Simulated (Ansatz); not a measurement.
# HBr (+2) (triplet): geometry and frequencies at several levels

An exercise on one series of results from a longer session: the logs are not shown, and one member is left open.

Program: Ansatz 0.2.0. Level of theory: the levels named in each step. These are calculated values, not measurements.

**The system as given**

Bond lengths: Br1–H2 1.519 Å.

As a file:

```xyz
2

Br    0.0000    0.0000    0.0000
H     0.0000    0.0000    1.5190
```

The first run:

input.yaml

```yaml
crystal:
  periodic: [false, false, false]
  atoms:
    - { symbol: Br, position_ang: [0.0, 0.0, 0.0] }
    - { symbol: H, position_ang: [0.0, 0.0, 1.51896] }
magnetization:
  spin_polarized: true
  initial_magnetization: 2
total_charge: 2
basis:
  gaussian: { orbitals: def2-SVP }
hamiltonian:
  xc: pbe
  dispersion: d4
relax:
  f_tol: 0.03
  max_steps: 200
```

Run with:

```bash
$ ansatz run input.yaml --threads 1 --pin off --max-ram 2560MiB --backend cpu --events-out ev --progress --plain --runs-dir out
```

Steps of the session up to this table: A rough first relaxation, PBE-D4/def2-SVP; Relaxation, HF/STO-3G; Frequencies, HF/STO-3G; Relaxation, HF/def2-SVP; Frequencies, HF/def2-SVP; Relaxation, LDA/def2-SVP; Frequencies, LDA/def2-SVP; Relaxation, PBE-D4/def2-SVP; Frequencies, PBE-D4/def2-SVP; Relaxation, PBE0-D4/def2-TZVPP; Relaxation, MP2/def2-TZVPP; Frequencies, MP2/def2-TZVPP.

One table of the session follows, with a row left open; its other results are not shown here.

| level | Br1–H2 (Å) | rotational constants (MHz) | highest frequency (cm⁻¹) |
| --- | --- | --- | --- |
| HF/STO-3G | 1.6229 | 192830 | 1939 |
| HF/def2-SVP | 1.5241 | 218630 | 2009 |
| LDA/def2-SVP | 1.5945 | 199760 | 1683 |
| PBE-D4/def2-SVP | 1.5779 | 203970 | 1765 |
| PBE0-D4/def2-TZVPP | 1.5599 | 208720 | - |
| MP2/def2-TZVPP | ? | ? | ? |

Estimate the missing values for MP2/def2-TZVPP.

As computed: Br1–H2 (Å): 1.5387; rotational constants (MHz): 214510; highest frequency (cm⁻¹): 1899. In the column «Br1–H2 (Å)» it lies between HF/def2-SVP (1.5241) and PBE0-D4/def2-TZVPP (1.5599).
